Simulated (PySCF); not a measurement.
# C6H10FN: the cost of one run

Computed with PySCF 2.14.0 and routines of our own; the level stands in each step. Atoms count from 0.

## Step 1: The starting structure

18 atoms, charge 0, multiplicity 1; geometry from: GFN2-xTB.

## Step 2: Magnetic properties: GIAO CAM-B3LYP/pcSseg-1

What the job is given:

```
{"job": {"kind": "mag", "xc": "CAM-B3LYP", "basis": "pcSseg-1", "isotopologues": 2}, "charge": 0, "multiplicity": 1}
C     -1.336737     1.946677    -0.240496
C     -1.573196     0.671136    -0.513796
C     -0.784635    -0.463655    -0.011803
C     -1.606243    -1.665880     0.394494
F     -2.753542    -1.291768     1.050703
N      0.467928    -0.594188     0.081504
C      1.418575     0.384878    -0.349071
C      2.605378    -0.332177    -0.987562
H     -1.966989     2.730505    -0.626906
H     -0.534818     2.256075     0.408525
H     -2.429543     0.394128    -1.116343
H     -1.032153    -2.313412     1.061388
H     -1.922822    -2.227251    -0.493540
H      0.996392     1.122584    -1.047488
H      1.764252     0.917835     0.543789
H      2.291084    -0.840393    -1.895573
H      3.002802    -1.071281    -0.298497
H      3.385509     0.382504    -1.235746
```

With the program's defaults for keys left out, this is: GIAO CAM-B3LYP/pcSseg-1 magnetisability, rotational g tensor and spin-rotation constants, non-relativistic, gas phase.

Run with:

```bash
OMP_NUM_THREADS=1 python excited_run.py task.json out
```

This one command runs all jobs of the session in turn.

**Question.** How long does this job take on 1 thread of Arm Neoverse V2, shared host, and how much memory does it need?

About 36 s, with a peak of 1 GiB.
